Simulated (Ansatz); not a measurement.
# Sn: the cost of one run

Method: DFT PBEsol, scalar-relativistic, plane waves, PAW, in Ansatz 0.2.0.

## 1. Starting point

It takes space group Fd-3m (No. 227, cubic). The conventional cell has a = 6.491 Å, b = 6.491 Å, c = 6.491 Å, α = 90.00°, β = 90.00°, γ = 90.00°. Sn (site symmetry -43m) is surrounded by 4 Sn at 2.81 Å.

As a file:

```cif
data_structure
_symmetry_space_group_name_H-M 'P 1'
_symmetry_Int_Tables_number 1
_cell_length_a 4.5900
_cell_length_b 4.5900
_cell_length_c 4.5900
_cell_angle_alpha 60.000
_cell_angle_beta 60.000
_cell_angle_gamma 60.000
_cell_volume 68.38
loop_
_atom_site_label
_atom_site_type_symbol
_atom_site_fract_x
_atom_site_fract_y
_atom_site_fract_z
_atom_site_occupancy
Sn1 Sn 0.50000 0.50000 0.50000 1
Sn2 Sn 0.75000 0.75000 0.75000 1
```

The cell is taken as given, not relaxed at this level.

## 2. Zero of the scan

Contents of input.yaml:

```yaml
crystal:
  lattice:
    - [0.0, 3.2456, 3.2456]
    - [3.2456, 0.0, 3.2456]
    - [3.2456, 3.2456, 0.0]
  atoms:
    - { symbol: Sn, position: [0.5, 0.5, 0.5] }
    - { symbol: Sn, position: [0.75, 0.75, 0.75] }
basis:
  ecutwfc: 420
kpoints:
  mp_grid: { grid: [14, 14, 14] }
hamiltonian:
  xc: pbesol
scf:
  occupations: { method: gaussian, width: 0.15 }
output:
  forces: true
  stress: true
  eigenvalues: true
```

What time and memory should one allow on 1 thread of an Arm CPU, shared host?

About 13 s, with a peak of 0.38 GiB.
